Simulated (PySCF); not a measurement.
**One shape, several levels: GaBH4O (SMILES B[O][GaH2])**

We compute a comparison of 6 runs (HF/STO-3G, HF/3-21G, B3LYP/6-31G, r2SCAN/6-31G, B3LYP/6-31G*, BP86/cc-pVDZ) of GaBH4O. Input form: a Python script.

The results are computed with PySCF 2.14.0.

## 1. The molecule

The species is GaBH4O (7 atoms), meant as a singlet with charge 0. As SMILES, `B[O][GaH2]`. Geometry: a GFN2-xTB relaxation, a rough one for these elements and not checked as a minimum.

Bond lengths: B1–O2 1.335 Å, O2–Ga3 1.721 Å, B1–H4 1.179 Å, B1–H5 1.179 Å, Ga3–H6 1.545 Å, Ga3–H7 1.545 Å. Angles: B1–O2–Ga3 178.8°, O2–B1–H4 119.5°, O2–B1–H5 119.7°, O2–Ga3–H6 115.9°, O2–Ga3–H7 115.9°, H4–B1–H5 120.7°, H6–Ga3–H7 128.2°.

## 2. Energy and gradient at HF/STO-3G (run 1)

run.py

```python
# B[O][GaH2]
import pyscf.grad
from pyscf import gto, scf

molecule = gto.M(
    atom=[
    ('B', (-1.175600, 0.053230, -0.972240)),
    ('O', (-0.139280, 0.022360, -0.131330)),
    ('Ga', (1.181600, -0.043570, 0.969890)),
    ('H', (-1.932940, -0.849740, -0.994720)),
    ('H', (-1.322890, 0.981270, -1.684200)),
    ('H', (0.933020, 0.583150, 2.359830)),
    ('H', (2.456080, -0.746700, 0.452770)),
],
    charge=0,
    spin=0,
    max_memory=1860,
    verbose=3,
    basis='sto-3g',
)

myscf = scf.RHF(molecule)
myscf.conv_tol = 1e-10
myscf.kernel()
if not myscf.converged:
    myscf = myscf.newton().run(myscf.mo_coeff, myscf.mo_occ)

e_tot = myscf.e_tot
print('Final energy', e_tot)
grad = myscf.Gradients().kernel()
dip = myscf.dip_moment()
pop, q = myscf.mulliken_pop()
```

Launch:

```bash
$ OMP_NUM_THREADS=1 python run.py
```

Standard output:

```text
converged SCF energy = -2001.48845871658
Final energy -2001.4884587165816
--------------- RHF gradients ---------------
         x                y                z
0 B    -0.0362445994     0.0012300064    -0.0293824985
1 O    -0.0461727026     0.0027233978    -0.0391786198
2 Ga     0.0429824372    -0.0002673479     0.0345439579
3 H    -0.0031541500    -0.0064138956     0.0013201734
4 H     0.0006109905     0.0065067185    -0.0034745353
5 H    -0.0055259847     0.0214145707     0.0513006084
6 H     0.0475040090    -0.0251934497    -0.0151290862
----------------------------------------------
Dipole moment(X, Y, Z, Debye):  1.12738, -0.02296,  0.91590
 ** Mulliken pop  **
pop of  0 B 1s            1.99106
pop of  0 B 2s            0.90140
pop of  0 B 2px           0.54815
pop of  0 B 2py           0.76696
pop of  0 B 2pz           0.49826
pop of  1 O 1s            1.99692
pop of  1 O 2s            1.73747
pop of  1 O 2px           1.46250
pop of  1 O 2py           1.73088
pop of  1 O 2pz           1.52933
pop of  2 Ga 1s           1.99999
pop of  2 Ga 2s           1.99928
pop of  2 Ga 3s           1.99873
pop of  2 Ga 4s           1.09005
pop of  2 Ga 2px          1.99964
pop of  2 Ga 2py          1.99960
pop of  2 Ga 2pz          1.99965
pop of  2 Ga 3px          1.98402
pop of  2 Ga 3py          1.97996
pop of  2 Ga 3pz          1.98420
pop of  2 Ga 4px          0.61612
pop of  2 Ga 4py          0.38679
pop of  2 Ga 4pz          0.66444
pop of  2 Ga 3dxy         1.95151
pop of  2 Ga 3dyz         1.95059
pop of  2 Ga 3dz^2        1.96137
pop of  2 Ga 3dxz         1.91233
pop of  2 Ga 3dx2-y2      1.95049
pop of  3 H 1s            1.09860
pop of  4 H 1s            1.09823
pop of  5 H 1s            1.10575
pop of  6 H 1s            1.10576
 ** Mulliken atomic charges  **
charge of    0B =      0.29416
charge of    1O =     -0.45710
charge of    2Ga =      0.57126
charge of    3H =     -0.09860
charge of    4H =     -0.09823
charge of    5H =     -0.10575
charge of    6H =     -0.10576
```

It took 1.7 s on 1 thread of Intel Xeon at 2.70GHz, shared host; peak memory 0.12 GiB.

## 3. Energy and forces at HF/3-21G (run 2)

calc.py

```python
import pyscf.grad
from pyscf import gto

mol = gto.M(
    atom='''
B     -1.175600     0.053230    -0.972240
O     -0.139280     0.022360    -0.131330
Ga     1.181600    -0.043570     0.969890
H     -1.932940    -0.849740    -0.994720
H     -1.322890     0.981270    -1.684200
H      0.933020     0.583150     2.359830
H      2.456080    -0.746700     0.452770
''',
    max_memory=1860,
    verbose=3,
    basis='3-21g',
)

mf = mol.RHF()
mf.conv_tol = 1e-10
mf.kernel()
if not mf.converged:
    mf = mf.newton().run(mf.mo_coeff, mf.mo_occ)

etot = mf.e_tot
print('E = %.10f Eh' % etot)
grad = mf.Gradients().kernel()
mf.analyze()
```

Launch:

```bash
$ OMP_NUM_THREADS=1 python calc.py
```

Standard output:

```text
converged SCF energy = -2015.2222277117
E = -2015.2222277117 Eh
--------------- RHF gradients ---------------
         x                y                z
0 B     0.0050278348    -0.0002200865     0.0043877076
1 O    -0.0092040902    -0.0000503374    -0.0074654458
2 Ga     0.0031219765     0.0007455342     0.0020443361
3 H     0.0069042891     0.0061298528     0.0013913528
4 H     0.0023935165    -0.0063241279     0.0060012662
5 H    -0.0009926051    -0.0028026874    -0.0070739738
6 H    -0.0072509217     0.0025218522     0.0007147570
----------------------------------------------
**** MO energy ****
MO #1   energy= -376.465486460682  occ= 2
MO #2   energy= -47.9955194588121  occ= 2
MO #3   energy= -42.2555763816848  occ= 2
MO #4   energy= -42.2536800993585  occ= 2
MO #5   energy= -42.2533381904743  occ= 2
MO #6   energy= -20.4475190242179  occ= 2
MO #7   energy= -7.56944382664577  occ= 2
MO #8   energy= -6.37638474192178  occ= 2
MO #9   energy= -4.45328673252131  occ= 2
MO #10  energy= -4.44916094173781  occ= 2
MO #11  energy= -4.4484900869347   occ= 2
MO #12  energy= -1.3203592131389   occ= 2
MO #13  energy= -1.13401500819633  occ= 2
MO #14  energy= -1.13278738738991  occ= 2
MO #15  energy= -1.13102122345852  occ= 2
MO #16  energy= -1.1296693593377   occ= 2
MO #17  energy= -1.12398007820866  occ= 2
MO #18  energy= -0.735268611734831 occ= 2
MO #19  energy= -0.593576557976317 occ= 2
MO #20  energy= -0.575808547390456 occ= 2
MO #21  energy= -0.53167558917108  occ= 2
MO #22  energy= -0.525583133348107 occ= 2
MO #23  energy= -0.427453277587713 occ= 2
MO #24  energy= -0.407244543215182 occ= 2
MO #25  energy= 0.0497028297788975 occ= 0
MO #26  energy= 0.13757708781346   occ= 0
MO #27  energy= 0.160188194074384  occ= 0
MO #28  energy= 0.169219189659128  occ= 0
MO #29  energy= 0.203010304389874  occ= 0
MO #30  energy= 0.266788693339919  occ= 0
MO #31  energy= 0.319662808054639  occ= 0
MO #32  energy= 0.35821681474693   occ= 0
MO #33  energy= 0.404978847285488  occ= 0
MO #34  energy= 0.413159467507664  occ= 0
MO #35  energy= 0.467267707782832  occ= 0
MO #36  energy= 0.481741437450117  occ= 0
MO #37  energy= 0.616710187010306  occ= 0
MO #38  energy= 0.713672233272931  occ= 0
MO #39  energy= 0.744243073180637  occ= 0
MO #40  energy= 1.11470180846194   occ= 0
MO #41  energy= 1.32936745084575   occ= 0
MO #42  energy= 1.38882837990361   occ= 0
MO #43  energy= 1.40949056986394   occ= 0
MO #44  energy= 1.46444369627618   occ= 0
MO #45  energy= 1.9268149253533    occ= 0
MO #46  energy= 2.00795304104344   occ= 0
MO #47  energy= 2.37411169151267   occ= 0
MO #48  energy= 3.257018939004     occ= 0
 ** Mulliken atomic charges  **
charge of    0B =      0.21087
charge of    1O =     -0.54596
charge of    2Ga =      0.70066
charge of    3H =     -0.05041
charge of    4H =     -0.04978
charge of    5H =     -0.13272
charge of    6H =     -0.13266
Dipole moment(X, Y, Z, Debye):  1.42276, -0.02864,  1.15941
```

It took 1.8 s on 1 thread of Intel Xeon at 2.70GHz, shared host; peak memory 0.12 GiB.

Run 3 isn't shown in full; the table further down has it.

## 4. Energy and forces at r2SCAN/6-31G (run 4)

mol.xyz

```xyz
7
BGaH4O
B     -1.175600     0.053230    -0.972240
O     -0.139280     0.022360    -0.131330
Ga     1.181600    -0.043570     0.969890
H     -1.932940    -0.849740    -0.994720
H     -1.322890     0.981270    -1.684200
H      0.933020     0.583150     2.359830
H      2.456080    -0.746700     0.452770
```

input.py

```python
from pyscf import gto, dft

molecule = gto.M(
    atom='mol.xyz',
    verbose=4,
    max_memory=1860,
    basis='6-31g',
    spin=0,
)

calc0 = dft.RKS(molecule)
calc0.xc = 'r2scan'
calc0.grids.level = 5
calc0.conv_tol = 1e-10
calc0.kernel()
if not calc0.converged:
    calc0 = calc0.newton().run(calc0.mo_coeff, calc0.mo_occ)

e_tot = calc0.e_tot
print('E(%s) = %.9f' % ('R2SCAN', e_tot))
grad = calc0.nuc_grad_method().kernel()
calc0.analyze()
```

Launch:

```bash
$ OMP_NUM_THREADS=1 python input.py
```

Standard output:

```text
PySCF version 2.14.0

[... 97 lines left out ...]
One-electron Energy =                -3146.648592699983055
[... 9 lines left out ...]
MO #5   energy= -40.4447639820764  occ= 2
[... 7 lines left out ...]
MO #13  energy= -0.733263675794612 occ= 2
[... 7 lines left out ...]
MO #21  energy= -0.361666948935333 occ= 2
[... 7 lines left out ...]
MO #29  energy= 0.0921306774668231 occ= 0
[... 7 lines left out ...]
MO #37  energy= 0.447884408728001  occ= 0
[... 7 lines left out ...]
MO #45  energy= 1.04240063681953   occ= 0
[... 7 lines left out ...]
MO #53  energy= 2.86960145679236   occ= 0
[... 63 lines left out ...]
Dipole moment(X, Y, Z, Debye):  1.25378, -0.03877,  1.03122
```

It took 24 s on 1 thread of Intel Xeon at 2.70GHz, shared host; peak memory 0.55 GiB.

Run 5 isn't shown in full; the table further down has it.

## 5. Energy and forces at BP86/cc-pVDZ (run 6)

input.py

```python
from pyscf import gto, dft

mol = gto.M(
    atom='''
B   -1.175600   0.053230  -0.972240
O   -0.139280   0.022360  -0.131330
Ga   1.181600  -0.043570   0.969890
H   -1.932940  -0.849740  -0.994720
H   -1.322890   0.981270  -1.684200
H    0.933020   0.583150   2.359830
H    2.456080  -0.746700   0.452770
''',
    max_memory=1860,
    basis='cc-pvdz',
    verbose=4,
    spin=0,
    charge=0,
)

ks = dft.RKS(mol)
ks.xc = 'bp86'
ks.conv_tol = 1e-10
ks.grids.level = 5
ks.kernel()
if not ks.converged:
    ks = ks.newton().run(ks.mo_coeff, ks.mo_occ)

e_final = ks.e_tot
print('E = %.10f Eh' % e_final)
grad = ks.nuc_grad_method().kernel()
ks.analyze()
```

Launch:

```bash
$ OMP_NUM_THREADS=1 python input.py
```

Standard output:

```text
PySCF version 2.14.0

[... 95 lines left out ...]
Total Energy =                       -2027.586892893250479
[... 11 lines left out ...]
MO #5   energy= -40.2589181079158  occ= 2
[... 9 lines left out ...]
MO #15  energy= -0.769895084594096 occ= 2
[... 9 lines left out ...]
MO #25  energy= -0.0816201835961867 occ= 0
[... 9 lines left out ...]
MO #35  energy= 0.215175477425179  occ= 0
[... 9 lines left out ...]
MO #45  energy= 0.550561754774448  occ= 0
[... 9 lines left out ...]
MO #55  energy= 1.14636055264596   occ= 0
[... 9 lines left out ...]
MO #65  energy= 1.71349047330406   occ= 0
[... 9 lines left out ...]
MO #75  energy= 3.14521949083749   occ= 0
[... 85 lines left out ...]
Dipole moment(X, Y, Z, Debye):  1.20417, -0.03488,  0.98627
```

It took 26 s on 1 thread of Intel Xeon at 2.70GHz, shared host; peak memory 0.73 GiB.

## 6. Overview of the runs

```
run                               level  integration grid  Cartesian functions   energy (Eh)  dipole moment (D)  HOMO energy (eV)  LUMO energy (eV)  wall time
  1                           HF/STO-3G                 –                   no  -2001.488459               1.45             -8.10              5.11      1.7 s
  2                            HF/3-21G                 –                   no  -2015.222228               1.84            -11.08              1.35      1.8 s
  3                         B3LYP/6-31G                 5                   no  -2027.054869               1.66             -7.47             -1.61       21 s
  4                        r2SCAN/6-31G                 5                   no  -2026.916529               1.62             -6.61             -1.81       24 s
  5  B3LYP/6-31G* (Cartesian functions)                 5                  yes  -2027.145454               1.61             -7.52             -1.62       22 s
  6                        BP86/cc-pVDZ                 5                   no  -2027.586893               1.56             -6.51             -2.22       26 s
```

## 7. Outcome

| quantity | value |
| --- | --- |
| run 6: total energy | -2027.58689 Eh |
| run 6: dipole moment | 1.56 D |
| run 6: HOMO energy | -6.51 eV |
| run 6: LUMO energy | -2.22 eV |
| run 6: HOMO–LUMO gap | 4.29 eV |
| run 6: largest force on an atom | 2.382 eV/Å |

**Reading.** The dipole moment (its size) runs from 1.45 D (HF/STO-3G) to 1.84 D (HF/3-21G). The HOMO–LUMO gap runs from 4.29 eV (BP86/cc-pVDZ) to 13.20 eV (HF/STO-3G). The two ends differ in method and basis. Totals of different functionals can't be ranked against each other. In run 1 the basis is minimal, so the values are rough. All runs together took 96 s, the longest 26 s.
